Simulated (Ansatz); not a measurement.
# C₉H₈O₃W: basis-set convergence

An exercise on one series of results from a longer session: the logs are not shown, and one member is left open.

Computed with Ansatz 0.2.0, Gaussian basis. Level: one geometry, several basis sets.

The runs, in order: PBE0-D4/def2-SVP; ωB97M-V/def2-SVP; PBE0-D4/def2-QZVPP; ωB97M-V/def2-QZVPP; the functionals' def2-TZVPP values are taken from earlier runs.

## The relaxed structure

All runs share one geometry, relaxed beforehand with PBE0-D4 in a triple-zeta def2 set. W takes the def2 core potential; no spin-orbit term is included.

21 atoms, charge 0, spin multiplicity 1.

Atoms are counted from 1 here; the program's logs count them from 0.

Bond lengths: C1–C2 1.491 Å, C1–H14 1.094 Å, C1–H15 1.090 Å, C1–H16 1.090 Å, C2–C3 1.421 Å, C2–C6 1.419 Å, C2–W7 2.388 Å, C3–C4 1.427 Å, C3–W7 2.339 Å, C3–H17 1.080 Å, C4–C5 1.418 Å, C4–W7 2.330 Å, C4–H18 1.079 Å, C5–C6 1.418 Å, C5–W7 2.351 Å, C5–H19 1.079 Å, C6–W7 2.377 Å, C6–H20 1.080 Å and more. Angles: C2–C1–H14 110.1°, C2–C1–H15 111.4°, C2–C1–H16 111.4°, H14–C1–H15 107.8°, H14–C1–H16 107.9°, H15–C1–H16 108.2°, C1–C2–C3 126.5°, C1–C2–C6 126.4°, C1–C2–W7 125.6°, C3–C2–C6 107.0°, C3–C2–W7 70.6°, C6–C2–W7 72.2°, C2–C3–C4 108.7°, C2–C3–W7 74.4°, C2–C3–H17 125.3°, C4–C3–W7 71.9°, C4–C3–H17 126.0°, W7–C3–H17 121.8° and more.

Set-up of the first run:

File in.yaml:

```yaml
crystal:
  periodic: [false, false, false]
  atoms:
    - {symbol: C, position_ang: [-0.669474, -0.834416, 2.388786]}
    - {symbol: C, position_ang: [-0.945380, -0.227809, 1.054952]}
    - {symbol: C, position_ang: [-1.308116, -0.922032, -0.130491]}
    - {symbol: C, position_ang: [-1.586684, 0.034197, -1.152204]}
    - {symbol: C, position_ang: [-1.380975, 1.323369, -0.599174]}
    - {symbol: C, position_ang: [-0.985609, 1.158271, 0.753025]}
    - {symbol: W, position_ang: [0.681322, 0.196368, -0.641587]}
    - {symbol: C, position_ang: [1.367038, -1.146647, -1.939608]}
    - {symbol: O, position_ang: [1.761404, -1.922436, -2.686651]}
    - {symbol: C, position_ang: [2.183679, -0.575729, 0.395982]}
    - {symbol: O, position_ang: [3.019830, -1.018214, 1.044547]}
    - {symbol: C, position_ang: [1.543091, 1.382181, -1.977463]}
    - {symbol: O, position_ang: [2.009487, 2.098163, -2.741865]}
    - {symbol: H, position_ang: [-1.597462, -0.918910, 2.961837]}
    - {symbol: H, position_ang: [-0.245570, -1.834304, 2.290349]}
    - {symbol: H, position_ang: [0.026604, -0.224833, 2.965892]}
    - {symbol: H, position_ang: [-1.397170, -1.994376, -0.222430]}
    - {symbol: H, position_ang: [-1.923406, -0.182586, -2.154140]}
    - {symbol: H, position_ang: [-1.515342, 2.265411, -1.108567]}
    - {symbol: H, position_ang: [-0.755306, 1.954373, 1.445580]}
    - {symbol: H, position_ang: [1.718057, 1.389958, 0.053228]}
basis:
  gaussian: {orbitals: def2-SVP}
hamiltonian: {xc: pbe0, dispersion: d4}
output: {orbitals: {seedname: orbitals}}
```

Steps of the session up to this table: PBE0-D4 in def2-SVP; ωB97M-V in def2-SVP; PBE0-D4 in def2-QZVPP; ωB97M-V in def2-QZVPP.

One of the session's tables, all rows but one given; the rest of the session is left out.

It belongs to the step «Functionals by basis». 

| functional | basis | HOMO (eV) |
| --- | --- | --- |
| PBE0-D4 | def2-SVP | ? |
| PBE0-D4 | def2-TZVPP | -6.34 |
| PBE0-D4 | def2-QZVPP | -6.36 |
| ωB97M-V | def2-SVP | -8.28 |
| ωB97M-V | def2-TZVPP | -8.26 |
| ωB97M-V | def2-QZVPP | -8.27 |

Estimate the missing values for PBE0-D4, def2-SVP.

**Answer.** HOMO (eV): -6.38. In the column «HOMO (eV)» it lies between ωB97M-V, def2-TZVPP (-8.26) and PBE0-D4, def2-QZVPP (-6.36).
